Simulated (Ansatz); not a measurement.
# TiH+ (triplet): wave-function methods side by side, def2-QZVPP

An exercise on one series of results from a longer session: the logs are not shown, and one member is left open.

The runs use Ansatz 0.2.0, Gaussian basis; def2-QZVPP, core rule «outside noble gas», up to 9 orbitals frozen.

The runs, in order: UHF; ROHF; CCSD(T) on UHF.

2 further runs of the same task are left out: 2 set aside as unsound or not needed.

## What is computed

The geometry is a PBE0/def2-TZVP stationary point (not a proven minimum) of the parent state, kept for this charge and spin.

2 atoms, charge 1, spin multiplicity 3.

Atoms are counted from 1 here; the program's logs count them from 0.

Bond lengths: Ti1–H2 1.696 Å.

Set-up of the first run:

in.yaml reads:

```yaml
crystal:
  periodic: [false, false, false]
  atoms:
    - {symbol: Ti, position_ang: [0.000000, 0.000000, 0.000000]}
    - {symbol: H, position_ang: [0.000000, 0.000000, 1.696000]}
basis:
  gaussian: {orbitals: "def2-QZVPP.json"}
total_charge: 1
magnetization: {spin_polarized: true, initial_magnetization: 2}
hamiltonian: {xc: hf}
output: {orbitals: {seedname: orbitals}}
```

The run is started by

```bash
> ansatz run in.yaml --threads 1 --pin off --events-out ev --progress --plain --max-ram 4096MiB --backend cpu
```

Among the steps run: UHF; ROHF; CCSD(T) on UHF.

One of the session's tables, all rows but one given; the rest of the session is left out.

It belongs to the step «Misses and costs». 

```
  method  from UCCSD(T) (meV)
    ROHF                    ?
     UHF              +1620.2
    UMP2               +367.4
   UCCSD                +33.7
UCCSD(T)                    0
```

Estimate the missing values for ROHF.

The run gave: from UCCSD(T) (meV): +1774.3. In the column «from UCCSD(T) (meV)» it is the highest.
